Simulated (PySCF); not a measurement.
# H4Se2Si: the cost of one run

Computed with PySCF 2.14.0 and routines of our own; the level stands in each step. Atoms count from 0.

## Step 1: The starting structure

7 atoms, charge 0, multiplicity 1; geometry from: GFN2-xTB.

## Step 2: Geometry optimisation at PBE0-D3(BJ)/def2-SVP

What the job is given:

```
{"job": {"xc": "PBE0", "basis": "def2-SVP", "d3": "d3bj", "grid": 1, "maxiter": 30, "shake": 0.01, "kind": "geom"}, "charge": 0, "multiplicity": 1}
Se     1.730220    -0.467210     0.828270
Si    -0.030060     0.768400    -0.044580
Se    -1.789510    -0.550430    -0.715260
H      1.815790    -1.387280    -0.255050
H     -0.427300     1.646860     1.034880
H      0.388800     1.467330    -1.257120
H     -1.653990    -1.506760     0.358940
```

Run with:

```console
OMP_NUM_THREADS=1 python heavy_run.py task.json out
```

The driver reads the jobs from task.json and runs them one after another.

Q: Estimate the wall time and peak memory of this first job on 1 thread of Arm Neoverse V2, shared host.

About 35 s, with a peak of 0.44 GiB.
